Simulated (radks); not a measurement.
# Valence configurations of Cd⁺

One table from this session's results is given with a row withheld; the runs are named, their logs left out.

Method: scalar-relativistic Kohn-Sham, r2SCAN, spin-polarised, spherical densities, finite nucleus; open shells are filled with parallel spins first. Code: radks (a radial shooting solver on a logarithmic mesh, Libxc functionals) version 1.

### The atom as given

| Property | Result |
| --- | --- |
| element | cadmium (Z = 48) |
| charge | +1 |
| electrons | 47 |
| configuration | [Kr] 4d10 5s1 |
| nuclear rms radius | 4.6087 fm |
| others tried | 4d9.5 5s1.5; 4d10 5p1; 4d9 5s1 5p1; 4d9 5s2; 4d9.5 5s1 5p0.5; 4d8 5s1 5p2; 4d10 5s0.5 5p0.5; 4d8.5 5s1 5p1.5; 4d9.5 5p1.5 |

Outer shells as boxes (Hund's rule):

Cd⁺
```
[Kr] core
4d [↑↓][↑↓][↑↓][↑↓][↑↓]
5s [↑ ]
```

Set-up of the first run:

Settings of this run:

```text
Z 48
configuration [Kr] 4d10 5s1
relativity scalar-relativistic
functional r2scan,r2scan
spin polarised
nucleus finite rms 4.6087 fm
c 137.035999084
```

Among the steps run: [Kr] 4d10 5s1.

One of the session's tables, all rows but one given; the rest of the session is left out.

It belongs to the step «[Kr] 4d10 5s1». Sizes of the orbitals, from the radial functions (bohr):

| level | <r> | outermost maximum (interpolated) | 90 % within | nodes |
| --- | --- | --- | --- | --- |
| 4s up | ? | ? | ? | ? |
| 4s down | 0.8822 | 0.797 | 1.28 | 3 |
| 4p up | 0.9633 | 0.847 | 1.42 | 2 |
| 4p down | 0.9620 | 0.847 | 1.42 | 2 |
| 4d up | 1.277 | 0.981 | 2.03 | 1 |
| 4d down | 1.257 | 0.979 | 1.99 | 1 |
| 5s up | 2.635 | 2.25 | 3.88 | 4 |
| 5s down | 2.648 | 2.23 | 3.94 | 4 |

**Question.** Estimate the row for 4s up.

As computed: <r>: 0.8824; outermost maximum (interpolated): 0.797; 90 % within: 1.28; nodes: 3. In the column «<r>» it lies between 4s down (0.8822) and 4p down (0.9620).
